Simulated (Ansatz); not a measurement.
# Cl2F2SW: the cost of one run

Program: Ansatz 0.2.0, Gaussian basis. Level of theory: the settings change from run to run. These are calculated values, not measurements.

## Step 1: The geometry

The geometry comes from an earlier relaxation with PBE0-D4 in a triple-zeta def2 set; it is a stationary point. W takes a core potential in def2 sets; no spin-orbit term is included.

SMILES `[F][W]([F])(=[S])([Cl])[Cl]`, 6 atoms, charge 0, spin multiplicity 1.

Atoms are counted from 1 here; the program's logs count them from 0.

Bond lengths: F1–W2 1.856 Å, W2–F3 1.856 Å, W2–S4 2.088 Å, W2–Cl5 2.274 Å, W2–Cl6 2.274 Å. Angles: F1–W2–F3 83.2°, F1–W2–S4 105.9°, F1–W2–Cl5 149.5°, F1–W2–Cl6 85.9°, F3–W2–S4 105.9°, F3–W2–Cl5 85.9°, F3–W2–Cl6 149.5°, S4–W2–Cl5 104.5°, S4–W2–Cl6 104.5°, Cl5–W2–Cl6 89.3°.

As a file:

```tsv
atom	x (Å)	y (Å)	z (Å)
F1	-0.1088	-0.9790	1.6308
W2	0.0328	-0.0636	0.0226
F3	1.8313	-0.4890	0.1924
S4	-0.7233	-1.3519	-1.4361
Cl5	0.7420	1.7594	-1.1376
Cl6	-1.7740	1.1240	0.7278
```

## Step 2: r2SCAN50/def2-mTZVP

Set apart from the defaults: charge +1, multiplicity 2, atoms shaken by 0.03 Å, finite nuclei, D4 dispersion.

The input, in.yaml:

```yaml
crystal:
  periodic: [false, false, false]
  atoms:
    - {symbol: F, position_ang: [-0.129359, -1.004318, 1.661416]}
    - {symbol: W, position_ang: [0.054401, -0.094463, 0.010681]}
    - {symbol: F, position_ang: [1.765080, -0.483717, 0.174274]}
    - {symbol: S, position_ang: [-0.692760, -1.364890, -1.435857]}
    - {symbol: Cl, position_ang: [0.762069, 1.759024, -1.163306]}
    - {symbol: Cl, position_ang: [-1.744057, 1.127100, 0.699767]}
basis:
  gaussian: {orbitals: def2-mTZVP, nuclear_model: gaussian}
total_charge: 1
magnetization: {spin_polarized: true, initial_magnetization: 1}
hamiltonian: {xc: {name: r2SCAN50}, dispersion: d4}
output: {forces: true}
```

On the command line:

```console
> ansatz run in.yaml --threads 4 --pin off --events-out ev --progress --plain --max-ram 10444MiB
```

What time and memory should one allow on 4 threads of Arm Neoverse V2, shared host?

About 58 s, with a peak of 0.71 GiB.
